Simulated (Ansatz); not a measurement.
# Cl2H4OSi2: vertical spin-state energies

Which spin state of Cl2H4OSi2 lies lowest at this geometry? A script is to give vertical spin-state energies; the system is Cl2H4OSi2. SMILES: Cl[SiH2]O[SiH2]Cl.

Computed with Ansatz 0.2.0 through its Python package. Level of theory: CAM-B3LYP/def2-SVPD.

### Step 1. Starting point

Bond lengths: Cl1–Si2 2.039 Å, Si2–O3 1.664 Å, O3–Si4 1.622 Å, Si4–Cl5 2.047 Å, Si2–H6 1.491 Å, Si2–H7 1.519 Å, Si4–H8 1.442 Å, Si4–H9 1.515 Å. Angles: Cl1–Si2–O3 106.5°, Cl1–Si2–H6 109.0°, Cl1–Si2–H7 108.8°, O3–Si2–H6 109.9°, O3–Si2–H7 110.2°, H6–Si2–H7 112.2°, Si2–O3–Si4 136.6°, O3–Si4–Cl5 105.9°, O3–Si4–H8 114.9°, O3–Si4–H9 108.7°, Cl5–Si4–H8 108.2°, Cl5–Si4–H9 106.3°, H8–Si4–H9 112.3°.

No structure file is read: the coordinates are typed or built in the script.

### Step 2. The script

Input file spin.py:

```python
import ansatz as az

BASIS = "def2-SVPD"
FUNCTIONAL = "CAM-B3LYP"

geometry = (
    az.Crystal.molecule()
    .atom("Cl", (-2.1445, 0.1793, 2.3865))
    .atom("Si", (-1.1495, 0.7243, 0.6921))
    .atom("O", (0.055, -0.4015, 0.4687))
    .atom("Si", (1.0572, -0.8323, -0.7314))
    .atom("Cl", (2.4727, 0.6432, -0.8373))
    .atom("H", (-2.0955, 0.691, -0.4593))
    .atom("H", (-0.5466, 2.1026, 0.8994))
    .atom("H", (0.4361, -0.9539, -2.0271))
    .atom("H", (1.789, -2.0949, -0.3227))
)

setup = geometry.calculation().basis(gaussian=BASIS).functional(FUNCTIONAL)
found = {}
for unpaired in [0, 2]:
    data = setup.spin("collinear", total=unpaired).run(threads=1).report
    s = unpaired / 2
    found[unpaired] = data["free_energy_ev"]
    print(f"2S+1 = {unpaired + 1}: E = {found[unpaired]:.5f} eV, <S^2> = {abs(data['mean_field']['state']['spin_squared']):.3f} (pure state {s * (s + 1):.2f})")
lowest = min(found, key=found.get)
for unpaired, e in found.items():
    print(f"multiplicity {unpaired + 1}: {23.060548 * (e - found[lowest]):.1f} kcal/mol above the lowest")
```

### Step 3. The run

Launch:

```console
python spin.py
```

The log of the run:

```text
2S+1 = 1: E = -42904.06121 eV, <S^2> = 0.000 (pure state 0.00)
2S+1 = 3: E = -42896.59184 eV, <S^2> = 2.009 (pure state 2.00)
multiplicity 1: 0.0 kcal/mol above the lowest
multiplicity 3: 172.2 kcal/mol above the lowest
```

Run time: 89 s. Hardware: 1 thread of Arm Neoverse V1, shared host; peak memory 0.84 GiB.

### Step 4. Run by run

One row for each of the 2 runs:

```tsv
run	2S+1	energy from run 1 (eV)	<S²>	SCF cycles	CPU time (s)
1	1	0.0000	0.00	15	17
2	3	7.4694	2.01	80	72
```

### Step 5. Summary of results

| quantity | value |
| --- | --- |
| runs compared | 2 |
| lowest | run 1 (2S+1 = 1) |
| next above it by | 7.469 eV |

**Reading.** In order: multiplicity 1 (+0.00 eV) and multiplicity 3 (+7.47 eV), all at the one geometry. The geometry is a force-field or estimated start, not a minimum of this method, and the basis set is short of its limit. All parts are taken at fixed geometry, without zero-point energy.
